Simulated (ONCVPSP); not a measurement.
**Germanium: generating and testing an ONCV potential**

Do these settings give a usable potential? It is generated, then checked for transferability, scattering, ghosts and hardness.

The numbers are computed with ONCVPSP 4.0.1.1 (patched build) (PBE, scalar-relativistic, spin-unpolarised reference atom).

## 1. Settings

The settings as typed:

```
element                 : germanium (Ge, Z = 32)
type                    : optimised norm-conserving Vanderbilt (ONCV)
frozen core             : [Ar]
valence charge          : 14
reference configuration : 3d10 4s2 4p1.75 (charge +0.25)
partial waves           : 4s: rc 1.50 bohr, ncon 4, nbas 8, qcut 5.2 1/bohr, 2 projectors, debl 1 Ha; 4p: rc 2.25 bohr, ncon 4, nbas 8, qcut 4.4 1/bohr, 2 projectors, debl 1 Ha; 3d: rc 0.85 bohr, ncon 4, nbas 9, qcut 20.8 1/bohr, 2 projectors, debl 3 Ha; f scattering state at 0.12 Ha: rc 2.05 bohr, ncon 3, nbas 7, qcut 5.2 1/bohr, 1 projector
local potential         : polynomial inside 0.75 bohr (lpopt 5, dvloc0 6 Ha)
core correction         : polynomial model core, fcfact 0.6
```

The nodes and maxima of the atom's own shells, from an earlier all-electron run, set the scale for the radii.

All-electron outer shells of the reference configuration (PBE, scalar-relativistic, ld1.x):

```
shell  level (eV)  outermost node (bohr)  outermost maximum (bohr)
   3s     -170.53                   0.26                      0.54
   3p     -117.66                   0.23                      0.54
   3d      -31.35                      –                      0.50
   4s      -13.61                   0.77                      1.73
   4p       -5.59                   0.82                      2.19
```

## 2. Generating the potential

Ge.dat

```
# ATOM AND REFERENCE CONFIGURATION
# atsym  z   nc   nv     iexc    psfile
  Ge 32.00    5    3        4      upf
#
#   n    l    f
    1    0    2.00
    2    0    2.00
    2    1    6.00
    3    0    2.00
    3    1    6.00
    3    2   10.00
    4    0    2.00
    4    1    1.75
#
# PSEUDOPOTENTIAL AND OPTIMIZATION
# lmax
    3
#
#   l,   rc,      ep,       ncon, nbas, qcut
    0    1.50    0.00    4    8    5.20
    1    2.25    0.00    4    8    4.40
    2    0.85    0.00    4    9   20.80
    3    2.05    0.12    3    7    5.20
#
# LOCAL POTENTIAL
# lloc, lpopt,  rc(5),   dvloc0
    4    5    0.75    6.00
#
# VANDERBILT-KLEINMAN-BYLANDER PROJECTORs
# l, nproj, debl
    0    2    1.00
    1    2    1.00
    2    2    3.00
    3    1    3.90
#
# MODEL CORE CHARGE
# icmod, fcfact, rcfact
    1    0.60    0.00
#
# LOG DERIVATIVE ANALYSIS
# epsh1, epsh2, depsh
   -3.00    5.00    0.02
#
# OUTPUT GRID
# rlmax, drl
    6.00    0.01
#
# TEST CONFIGURATIONS
# ncnf
    4
# nvcnf
#   n    l    f
    3
    3    2   10.00
    4    0    2.00
    4    1    2.00
#
    3
    3    2   10.00
    4    0    2.00
    4    1    1.00
#
    3
    3    2   10.00
    4    0    2.00
    4    1    0.00
#
    3
    3    2    9.00
    4    0    2.00
    4    1    2.00
#
```

On the command line:

```sh
$ oncvpsp.x < Ge.dat > Ge.out
```

**Question.** What will these runs give? Wanted: cutoffs for 1 and 0.1 mHa per electron, occupied waves; bound ghosts; GHOST(+) flags; largest test error; largest phase difference near zero energy, channels read; rms error of d²Exc/dn², without and with the model core.

**Answer**, as computed:

```
                                                quantity                                         value
  cutoffs for 1 and 0.1 mHa per electron, occupied waves                             154 Ha and 175 Ha
                                            bound ghosts                               s at -125.04 eV
                                          GHOST(+) flags           s at 657 eV, p at 75 eV, f at 73 eV
                            largest test error (AE − PS)  -9.9 meV, for 3d10 4s2 4p0 (1 test unsolved)
largest phase difference near zero energy, channels read                                     0.000 rad
 rms error of d²Exc/dn², without and with the model core                             6.83 and 1.36 mHa
```

What this shows: A bound ghost (s) makes it unfit for use: electrons can fall into a state that the atom doesn't have. The worst unpolarised test, 3d10 4s2 4p0, is off by 9.9 meV on 21.7 eV; by total energies transferability rates as good where solved. Atomic tests can pass in spite of a ghost, since they solve only for the levels asked. Of the tests 1 gave no usable energy difference, which is a warning in itself. It counts as very hard, with 154 Ha needed at the looser tolerance. The 3d wave sets it; 4s needs 9 Ha. Near zero energy the phases of the channels with partial waves agree within 0.001 rad. The program also flags highly localised states, GHOST(+) (s, p, f).
